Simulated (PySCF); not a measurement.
# [Re3]−: other spin states and a change of charge

How does [Re3]− respond at fixed geometry? The runs cover other spin states and a change of charge. The species was built from a template and needn't be a known compound.

Program: PySCF 2.14.0. Level of theory: r2SCAN, Re def2-SVP with ECP60; scalar-relativistic core potentials, no spin–orbit coupling. These are calculated values, not measurements.

4 further runs of the same task are left out: 2 for a known fault of the program, 1 that didn't finish, 1 set aside as unsound or not needed.

### Step 1. Starting geometry

3 atoms, charge -1, spin multiplicity 3.

Bond lengths: Re1–Re2 2.220 Å, Re2–Re3 2.220 Å. Angles: Re1–Re2–Re3 68.7°.

As a file:

```
Re    1.39066    0.09386    0.00000
Re   -0.60864    1.05944    0.00000
Re   -0.78201   -1.15330    0.00000
```

An earlier session relaxed this geometry at r2SCAN, Re def2-SVP with ECP60 (triplet, point group C2v).

Its energy there is -234.850079 Eh.

### Step 2. Multiplicity 1 at the relaxed geometry

Contents of run.py (the lines that set the calculation):

```python
mol = gto.M(atom='''
Re     1.39066     0.09386     0.00000
Re    -0.60864     1.05944     0.00000
Re    -0.78201    -1.15330     0.00000''',
    basis={'Re': 'def2-SVP'},
    ecp={'Re': 'def2-SVP'},
    charge=-1, spin=0)
mf = dft.RKS(mol, xc='R2SCAN')
mf.grids.atom_grid = (50, 194)
mf = mf.density_fit()  # fitting sets: Re def2-universal-JKFIT
mf.conv_tol = 1e-08; mf.max_cycle = 55
mf.kernel(dm0)  # dm0: free metal ions and neutral atoms
```

Command:

```bash
$ OMP_NUM_THREADS=2 python run.py
```

The program printed:

```text
init E= -235.589580540274
  HOMO = 0.0908091701870686  LUMO = 0.104558572343245  gap/eV = 0.37414
cycle= 1 E= -234.580059324854  delta_E= 1.01  |g|= 0.865  |ddm|= 4.42
  HOMO = -0.153679115267198  LUMO = -0.152103232564256  gap/eV = 0.04288
cycle= 2 E= -233.019489819706  delta_E= 1.56  |g|= 2.38  |ddm|= 5.58
  HOMO = -0.0611241825991455  LUMO = -0.0270590256020595  gap/eV = 0.92696
cycle= 3 E= -231.02830981692  delta_E= 1.99  |g|= 3.86  |ddm|= 4.97
  HOMO = 0.00648789808340045  LUMO = 0.0243387869107168  gap/eV = 0.48575
cycle= 4 E= -234.810899379098  delta_E= -3.78  |g|= 0.229  |ddm|= 4.48
  HOMO = 0.0256791002176171  LUMO = 0.0395903601242384  gap/eV = 0.37854
cycle= 5 E= -234.779295039533  delta_E= 0.0316  |g|= 0.461  |ddm|= 0.938
  HOMO = 0.0253430913480597  LUMO = 0.0388330788908764  gap/eV = 0.36708
cycle= 6 E= -234.690359155472  delta_E= 0.0889  |g|= 0.78  |ddm|= 0.936
  HOMO = 0.0234885672960994  LUMO = 0.0377669620137024  gap/eV = 0.38853
cycle= 7 E= -234.820926603768  delta_E= -0.131  |g|= 0.145  |ddm|= 0.722
  HOMO = 0.023488091371076  LUMO = 0.038288321271724  gap/eV = 0.40273
cycle= 8 E= -234.820979439012  delta_E= -5.28e-05  |g|= 0.141  |ddm|= 0.212
  HOMO = 0.0206816400297729  LUMO = 0.0359511927233394  gap/eV = 0.41551
cycle= 9 E= -234.823017581043  delta_E= -0.00204  |g|= 0.105  |ddm|= 0.151
  HOMO = 0.0250904181257199  LUMO = 0.0397739819415333  gap/eV = 0.39956
cycle= 10 E= -234.824282063533  delta_E= -0.00126  |g|= 0.0565  |ddm|= 0.216
  HOMO = 0.0225759652805926  LUMO = 0.03762145686858  gap/eV = 0.40941
cycle= 11 E= -234.825244976917  delta_E= -0.000963  |g|= 0.00697  |ddm|= 0.211
  HOMO = 0.0225181882232368  LUMO = 0.037582588751174  gap/eV = 0.40992
cycle= 12 E= -234.825267034666  delta_E= -2.21e-05  |g|= 0.00297  |ddm|= 0.0401
  HOMO = 0.0226005917359768  LUMO = 0.0376749949481079  gap/eV = 0.41020
cycle= 13 E= -234.825269078959  delta_E= -2.04e-06  |g|= 0.000823  |ddm|= 0.00744
  HOMO = 0.0225725991101799  LUMO = 0.0376464253654265  gap/eV = 0.41018
cycle= 14 E= -234.825269299919  delta_E= -2.21e-07  |g|= 0.000157  |ddm|= 0.00499
  HOMO = 0.022566422179894  LUMO = 0.037641668937332  gap/eV = 0.41022
cycle= 15 E= -234.825269306507  delta_E= -6.59e-09  |g|= 0.000101  |ddm|= 0.00122
  HOMO = 0.0225692284914576  LUMO = 0.0376449326033721  gap/eV = 0.41023
cycle= 16 E= -234.825269309018  delta_E= -2.51e-09  |g|= 2.85e-05  |ddm|= 0.000294
  HOMO = 0.0225621906733009  LUMO = 0.0376380843254775  gap/eV = 0.41024
Extra cycle  E= -234.825269304216  delta_E= 4.8e-09  |g|= 0.000138  |ddm|= 0.000531
converged SCF energy = -234.825269304216
```

Run time: 3.5 s. Hardware: 2 threads of Arm Neoverse V2, shared host.

Read off: E = -234.825269 Eh (+0.675 eV from the relaxed state), HOMO 0.61 eV, LUMO 1.02 eV, Mulliken charge on Re1 -0.36 e. The gap is small, and the closed shell wasn't tested for a lower spin-broken solution. The highest filled level lies above zero; it isn't the detachment energy.

### Step 3. Multiplicity 5 at the relaxed geometry

Edit run.py (the lines that set the calculation) of step 2 so:

```diff
@@ -6,4 +6,4 @@
     ecp={'Re': 'def2-SVP'},
-    charge=-1, spin=0)
-mf = dft.RKS(mol, xc='R2SCAN')
+    charge=-1, spin=4)
+mf = dft.UKS(mol, xc='R2SCAN')
 mf.grids.atom_grid = (50, 194)
```

Command:

```bash
$ OMP_NUM_THREADS=2 python run.py
```

The program printed:

```text
init E= -235.366327871779
cycle= 1 E= -234.636095408134  delta_E= 0.73  |g|= 0.541  |ddm|= 3.68
  HOMO = -0.111058910756  LUMO = -0.106888836785  gap/eV = 0.11347
cycle= 2 E= -233.621869411517  delta_E= 1.01  |g|= 1.41  |ddm|= 3.82
  HOMO = -0.0102030451244  LUMO = -0.00116030852181  gap/eV = 0.24607
cycle= 3 E= -232.981297910707  delta_E= 0.641  |g|= 2.01  |ddm|= 3.41
  HOMO = 0.030509721895  LUMO = 0.0330536301928  gap/eV = 0.06922
cycle= 4 E= -234.801061331912  delta_E= -1.82  |g|= 0.284  |ddm|= 2.18
  HOMO = 0.0332748301954  LUMO = 0.0373297376496  gap/eV = 0.11034
cycle= 5 E= -234.825712384522  delta_E= -0.0247  |g|= 0.169  |ddm|= 0.572
  HOMO = 0.0357091177569  LUMO = 0.0448335336771  gap/eV = 0.24829
cycle= 6 E= -234.839175058737  delta_E= -0.0135  |g|= 0.0291  |ddm|= 0.356
  HOMO = 0.0303060790678  LUMO = 0.0429073938191  gap/eV = 0.34290
cycle= 7 E= -234.839230022015  delta_E= -5.5e-05  |g|= 0.038  |ddm|= 0.126
  HOMO = 0.0299214450009  LUMO = 0.0430299039471  gap/eV = 0.35670
cycle= 8 E= -234.838608061951  delta_E= 0.000622  |g|= 0.0533  |ddm|= 0.0847
  HOMO = 0.0294928305523  LUMO = 0.0435632247036  gap/eV = 0.38287
cycle= 9 E= -234.840052888005  delta_E= -0.00144  |g|= 0.00509  |ddm|= 0.0641
  HOMO = 0.0298810330744  LUMO = 0.0442211403156  gap/eV = 0.39021
cycle= 10 E= -234.840152014167  delta_E= -9.91e-05  |g|= 0.00347  |ddm|= 0.0469
  HOMO = 0.029860201143  LUMO = 0.0443670885177  gap/eV = 0.39475
cycle= 11 E= -234.84021213776  delta_E= -6.01e-05  |g|= 0.00256  |ddm|= 0.0324
  HOMO = 0.029852183218  LUMO = 0.0444721469918  gap/eV = 0.39783
cycle= 12 E= -234.840305345531  delta_E= -9.32e-05  |g|= 0.00189  |ddm|= 0.0611
  HOMO = 0.0299547795954  LUMO = 0.0445719722001  gap/eV = 0.39775
cycle= 13 E= -234.840377894484  delta_E= -7.25e-05  |g|= 0.00142  |ddm|= 0.0733
  HOMO = 0.029895336654  LUMO = 0.044299034573  gap/eV = 0.39194
cycle= 14 E= -234.840406591891  delta_E= -2.87e-05  |g|= 0.00135  |ddm|= 0.0562
  HOMO = 0.0299199228315  LUMO = 0.0443028753185  gap/eV = 0.39138
cycle= 15 E= -234.840408637878  delta_E= -2.05e-06  |g|= 0.00118  |ddm|= 0.0107
  HOMO = 0.0298910675222  LUMO = 0.044209680407  gap/eV = 0.38963
cycle= 16 E= -234.840410775532  delta_E= -2.14e-06  |g|= 0.000207  |ddm|= 0.0121
  HOMO = 0.0298591929082  LUMO = 0.0441678897525  gap/eV = 0.38936
cycle= 17 E= -234.840411029195  delta_E= -2.54e-07  |g|= 0.000165  |ddm|= 0.00286
  HOMO = 0.0298811766232  LUMO = 0.0441817300954  gap/eV = 0.38914
cycle= 18 E= -234.840411190445  delta_E= -1.61e-07  |g|= 0.000145  |ddm|= 0.00187
  HOMO = 0.0298760006003  LUMO = 0.0441754813543  gap/eV = 0.38911
cycle= 19 E= -234.840411364277  delta_E= -1.74e-07  |g|= 0.000122  |ddm|= 0.00187
  HOMO = 0.0298764886596  LUMO = 0.0441744212585  gap/eV = 0.38907
cycle= 20 E= -234.840411441909  delta_E= -7.76e-08  |g|= 0.000134  |ddm|= 0.000828
  HOMO = 0.0298771379298  LUMO = 0.0441755313913  gap/eV = 0.38908
cycle= 21 E= -234.840411431714  delta_E= 1.02e-08  |g|= 0.000121  |ddm|= 0.000153
  HOMO = 0.0298767730561  LUMO = 0.0441767744031  gap/eV = 0.38912
cycle= 22 E= -234.840411380709  delta_E= 5.1e-08  |g|= 0.000127  |ddm|= 0.000522
  HOMO = 0.0298775262803  LUMO = 0.0441797996658  gap/eV = 0.38918
cycle= 23 E= -234.840411047418  delta_E= 3.33e-07  |g|= 0.000123  |ddm|= 0.00356
  HOMO = 0.0298703400864  LUMO = 0.044177529068  gap/eV = 0.38932
cycle= 24 E= -234.840410069143  delta_E= 9.78e-07  |g|= 0.000103  |ddm|= 0.0136
  HOMO = 0.0298696876636  LUMO = 0.0441783646566  gap/eV = 0.38936
cycle= 25 E= -234.840409559703  delta_E= 5.09e-07  |g|= 5.96e-05  |ddm|= 0.0141
  HOMO = 0.0298734787198  LUMO = 0.0441771141862  gap/eV = 0.38922
cycle= 26 E= -234.840409512888  delta_E= 4.68e-08  |g|= 3.47e-05  |ddm|= 0.00423
  HOMO = 0.0298763949632  LUMO = 0.0441739908748  gap/eV = 0.38906
cycle= 27 E= -234.840409507991  delta_E= 4.9e-09  |g|= 3.05e-05  |ddm|= 0.00159
  HOMO = 0.0298768138203  LUMO = 0.0441754103151  gap/eV = 0.38908
Extra cycle  E= -234.840409489949  delta_E= 1.8e-08  |g|= 0.000222  |ddm|= 0.0003
converged SCF energy = -234.840409489949  <S^2> = 6.2888533  2S+1 = 5.1142363
```

Run time: 6.8 s. Hardware: 2 threads of Arm Neoverse V2, shared host.

It gives: E = -234.840409 Eh (+0.263 eV from the relaxed state), HOMO 0.81 eV, LUMO 1.20 eV (over both spins), ⟨S²⟩ = 6.289, Mulliken charge on Re1 -0.38 e. The state is spin-contaminated. The highest filled level lies above zero; it isn't the detachment energy.

### Step 4. One electron removed, multiplicity 2

Edit run.py (the lines that set the calculation) of step 3 so:

```diff
@@ -6,3 +6,3 @@
     ecp={'Re': 'def2-SVP'},
-    charge=-1, spin=4)
+    charge=0, spin=1)
 mf = dft.UKS(mol, xc='R2SCAN')
@@ -11,2 +11,2 @@
 mf.conv_tol = 1e-08; mf.max_cycle = 55
-mf.kernel(dm0)  # dm0: free metal ions and neutral atoms
+mf.kernel(dm0)  # dm0: the density of the relaxed state
```

Command:

```bash
$ OMP_NUM_THREADS=2 python run.py
```

The program printed:

```text
init E= -234.85007782239
  HOMO = 0.0104568522025  LUMO = 0.054353320732  gap/eV = 1.19448
cycle= 1 E= -234.713826107827  delta_E= 0.136  |g|= 0.269  |ddm|= 0.879
  HOMO = -0.253079205235  LUMO = -0.238493927866  gap/eV = 0.39689
cycle= 2 E= -232.227048180773  delta_E= 2.49  |g|= 2.27  |ddm|= 3.34
  HOMO = -0.200348436909  LUMO = -0.186647843732  gap/eV = 0.37281
cycle= 3 E= -234.596985415416  delta_E= -2.37  |g|= 0.594  |ddm|= 2.91
  HOMO = -0.165052103088  LUMO = -0.147902199754  gap/eV = 0.46667
cycle= 4 E= -234.769228125692  delta_E= -0.172  |g|= 0.108  |ddm|= 1.12
  HOMO = -0.148033810791  LUMO = -0.126561723956  gap/eV = 0.58429
cycle= 5 E= -234.775288458665  delta_E= -0.00606  |g|= 0.0736  |ddm|= 0.48
  HOMO = -0.147784566806  LUMO = -0.126411737149  gap/eV = 0.58158
cycle= 6 E= -234.77145087679  delta_E= 0.00384  |g|= 0.118  |ddm|= 0.159
  HOMO = -0.147259036826  LUMO = -0.126346282664  gap/eV = 0.56907
cycle= 7 E= -234.777785715983  delta_E= -0.00633  |g|= 0.00507  |ddm|= 0.122
  HOMO = -0.146390195295  LUMO = -0.125705950883  gap/eV = 0.56285
cycle= 8 E= -234.777831738085  delta_E= -4.6e-05  |g|= 0.00355  |ddm|= 0.0351
  HOMO = -0.146217447604  LUMO = -0.125884013361  gap/eV = 0.55330
cycle= 9 E= -234.777854001983  delta_E= -2.23e-05  |g|= 0.00133  |ddm|= 0.02
  HOMO = -0.146247842727  LUMO = -0.125987284116  gap/eV = 0.55132
cycle= 10 E= -234.777865655284  delta_E= -1.17e-05  |g|= 0.00114  |ddm|= 0.0174
  HOMO = -0.146205557594  LUMO = -0.126035721497  gap/eV = 0.54885
cycle= 11 E= -234.777874329244  delta_E= -8.67e-06  |g|= 0.000775  |ddm|= 0.0169
  HOMO = -0.146205962265  LUMO = -0.12600593105  gap/eV = 0.54967
cycle= 12 E= -234.777880495242  delta_E= -6.17e-06  |g|= 0.000425  |ddm|= 0.0181
  HOMO = -0.146202305444  LUMO = -0.125979457061  gap/eV = 0.55029
cycle= 13 E= -234.777883020342  delta_E= -2.53e-06  |g|= 0.000458  |ddm|= 0.00945
  HOMO = -0.146193316983  LUMO = -0.125969390455  gap/eV = 0.55032
cycle= 14 E= -234.777883637836  delta_E= -6.17e-07  |g|= 0.000427  |ddm|= 0.0017
  HOMO = -0.146188592099  LUMO = -0.125962142014  gap/eV = 0.55039
cycle= 15 E= -234.777883989865  delta_E= -3.52e-07  |g|= 0.000426  |ddm|= 0.000982
  HOMO = -0.146186724386  LUMO = -0.125958855562  gap/eV = 0.55043
cycle= 16 E= -234.777883923303  delta_E= 6.66e-08  |g|= 0.000427  |ddm|= 0.000343
  HOMO = -0.146191170101  LUMO = -0.125951426761  gap/eV = 0.55075
cycle= 17 E= -234.777882090856  delta_E= 1.83e-06  |g|= 0.00124  |ddm|= 0.0047
  HOMO = -0.146192159305  LUMO = -0.125940906362  gap/eV = 0.55106
cycle= 18 E= -234.777881538218  delta_E= 5.53e-07  |g|= 0.000288  |ddm|= 0.00572
  HOMO = -0.146201250536  LUMO = -0.125954191163  gap/eV = 0.55095
cycle= 19 E= -234.77788126091  delta_E= 2.77e-07  |g|= 0.000319  |ddm|= 0.00485
  HOMO = -0.146194857799  LUMO = -0.125934182452  gap/eV = 0.55132
cycle= 20 E= -234.77788127344  delta_E= -1.25e-08  |g|= 0.000108  |ddm|= 0.00427
  HOMO = -0.146184974105  LUMO = -0.125923198093  gap/eV = 0.55135
cycle= 21 E= -234.777881323653  delta_E= -5.02e-08  |g|= 6.15e-05  |ddm|= 0.00228
  HOMO = -0.146186554051  LUMO = -0.125928092852  gap/eV = 0.55126
cycle= 22 E= -234.777881350186  delta_E= -2.65e-08  |g|= 4.07e-05  |ddm|= 0.00139
  HOMO = -0.146184293048  LUMO = -0.125923620052  gap/eV = 0.55132
cycle= 23 E= -234.777881371532  delta_E= -2.13e-08  |g|= 4e-05  |ddm|= 0.000978
  HOMO = -0.146184288056  LUMO = -0.125922925641  gap/eV = 0.55134
cycle= 24 E= -234.777881380289  delta_E= -8.76e-09  |g|= 4.21e-05  |ddm|= 0.00036
  HOMO = -0.146182268656  LUMO = -0.125917585184  gap/eV = 0.55143
Extra cycle  E= -234.777881404621  delta_E= -2.43e-08  |g|= 9.23e-05  |ddm|= 0.000974
converged SCF energy = -234.777881404621  <S^2> = 1.3429061  2S+1 = 2.5242077
```

It took 6.2 s on 2 threads of Arm Neoverse V2, shared host.

Result: E = -234.777881 Eh (+1.965 eV from the relaxed state), HOMO -3.98 eV, LUMO -3.97 eV (over both spins), ⟨S²⟩ = 1.343, Mulliken charge on Re1 -0.01 e. The state is spin-contaminated.

### Step 5. One electron removed, multiplicity 4

Edit run.py (the lines that set the calculation) of step 4 so:

```diff
@@ -6,3 +6,3 @@
     ecp={'Re': 'def2-SVP'},
-    charge=0, spin=1)
+    charge=0, spin=3)
 mf = dft.UKS(mol, xc='R2SCAN')
```

Command:

```bash
$ OMP_NUM_THREADS=2 python run.py
```

The program printed:

```text
init E= -234.85007782239
  HOMO = 0.00616672282494  LUMO = 0.0104568522025  gap/eV = 0.11674
cycle= 1 E= -234.77693885049  delta_E= 0.0731  |g|= 0.11  |ddm|= 0.942
  HOMO = -0.178262967048  LUMO = -0.164714704707  gap/eV = 0.36867
cycle= 2 E= -234.726651942568  delta_E= 0.0503  |g|= 0.364  |ddm|= 1.31
  HOMO = -0.156510144752  LUMO = -0.143133573572  gap/eV = 0.36400
cycle= 3 E= -234.757921347942  delta_E= -0.0313  |g|= 0.288  |ddm|= 0.641
  HOMO = -0.151432573808  LUMO = -0.136055166769  gap/eV = 0.41844
cycle= 4 E= -234.791305398648  delta_E= -0.0334  |g|= 0.0867  |ddm|= 0.341
  HOMO = -0.143942022051  LUMO = -0.125672112958  gap/eV = 0.49715
cycle= 5 E= -234.794919232138  delta_E= -0.00361  |g|= 0.0235  |ddm|= 0.162
  HOMO = -0.141630769928  LUMO = -0.122283290424  gap/eV = 0.52647
cycle= 6 E= -234.793595802667  delta_E= 0.00132  |g|= 0.0592  |ddm|= 0.118
  HOMO = -0.141183486903  LUMO = -0.121445544454  gap/eV = 0.53710
cycle= 7 E= -234.795309911034  delta_E= -0.00171  |g|= 0.00836  |ddm|= 0.0831
  HOMO = -0.141760213958  LUMO = -0.120669318348  gap/eV = 0.57391
cycle= 8 E= -234.795396779007  delta_E= -8.69e-05  |g|= 0.00348  |ddm|= 0.0421
  HOMO = -0.141621523366  LUMO = -0.119950889811  gap/eV = 0.58969
cycle= 9 E= -234.795423099625  delta_E= -2.63e-05  |g|= 0.00156  |ddm|= 0.0322
  HOMO = -0.141854279188  LUMO = -0.119843991065  gap/eV = 0.59893
cycle= 10 E= -234.795429497663  delta_E= -6.4e-06  |g|= 0.000712  |ddm|= 0.0166
  HOMO = -0.141915785574  LUMO = -0.119837064515  gap/eV = 0.60079
cycle= 11 E= -234.795431676188  delta_E= -2.18e-06  |g|= 0.000394  |ddm|= 0.0089
  HOMO = -0.141941876966  LUMO = -0.119836370962  gap/eV = 0.60152
cycle= 12 E= -234.795433113176  delta_E= -1.44e-06  |g|= 0.00028  |ddm|= 0.00762
  HOMO = -0.141945720983  LUMO = -0.119832645947  gap/eV = 0.60173
cycle= 13 E= -234.795434074713  delta_E= -9.62e-07  |g|= 0.00021  |ddm|= 0.00667
  HOMO = -0.141940805887  LUMO = -0.119815415381  gap/eV = 0.60206
cycle= 14 E= -234.795434804378  delta_E= -7.3e-07  |g|= 0.000274  |ddm|= 0.00692
  HOMO = -0.141943338591  LUMO = -0.119814878295  gap/eV = 0.60215
cycle= 15 E= -234.795435095144  delta_E= -2.91e-07  |g|= 0.000259  |ddm|= 0.00289
  HOMO = -0.14194111673  LUMO = -0.119811620168  gap/eV = 0.60217
cycle= 16 E= -234.79543528506  delta_E= -1.9e-07  |g|= 0.000251  |ddm|= 0.0021
  HOMO = -0.141941619279  LUMO = -0.119809473717  gap/eV = 0.60225
cycle= 17 E= -234.795435135783  delta_E= 1.49e-07  |g|= 0.000218  |ddm|= 0.0019
  HOMO = -0.141943646919  LUMO = -0.119810520527  gap/eV = 0.60227
cycle= 18 E= -234.795434908613  delta_E= 2.27e-07  |g|= 0.000237  |ddm|= 0.00366
  HOMO = -0.141946823633  LUMO = -0.119811263036  gap/eV = 0.60234
cycle= 19 E= -234.795434697239  delta_E= 2.11e-07  |g|= 0.000412  |ddm|= 0.00364
  HOMO = -0.141949921982  LUMO = -0.119809030764  gap/eV = 0.60248
cycle= 20 E= -234.795434387755  delta_E= 3.09e-07  |g|= 8.28e-05  |ddm|= 0.0136
  HOMO = -0.141937128124  LUMO = -0.119806118943  gap/eV = 0.60222
cycle= 21 E= -234.795434403141  delta_E= -1.54e-08  |g|= 6.44e-05  |ddm|= 0.000948
  HOMO = -0.141938719836  LUMO = -0.11980872019  gap/eV = 0.60219
cycle= 22 E= -234.79543439956  delta_E= 3.58e-09  |g|= 2.88e-05  |ddm|= 0.00239
  HOMO = -0.141938027231  LUMO = -0.119810048306  gap/eV = 0.60213
Extra cycle  E= -234.795434374465  delta_E= 2.51e-08  |g|= 0.000244  |ddm|= 0.000271
converged SCF energy = -234.795434374465  <S^2> = 4.0596255  2S+1 = 4.1519275
```

It took 5.7 s on 2 threads of Arm Neoverse V2, shared host.

Result: E = -234.795434 Eh (+1.487 eV from the relaxed state), HOMO -3.86 eV, LUMO -3.26 eV (over both spins), ⟨S²⟩ = 4.060, Mulliken charge on Re1 -0.05 e. The state is spin-contaminated.

### Step 6. The states side by side

| state | energy from the relaxed state (eV) | ⟨S²⟩ | time |
| --- | --- | --- | --- |
| charge -1, triplet, vacuum (relaxed) | 0 | 2.86 |  |
| charge -1, quintet, vacuum | 0.26 | 6.29 | 6.8 s |
| charge -1, singlet, vacuum | 0.68 | 0.00 | 3.5 s |
| charge 0, quartet, vacuum | 1.49 | 4.06 | 5.7 s |
| charge 0, doublet, vacuum | 1.96 | 1.34 | 6.2 s |

An electron taken off or put on is at rest in vacuum. 

Removing an electron vertically costs 1.49 eV (quartet), against −HOMO = -0.28 eV. The quintet lies 0.26 eV above at this geometry. The bases are small and lack diffuse functions. Spin–orbit coupling is left out for this open shell, where it can reorder the states. Open shells may have lower solutions than the one found.
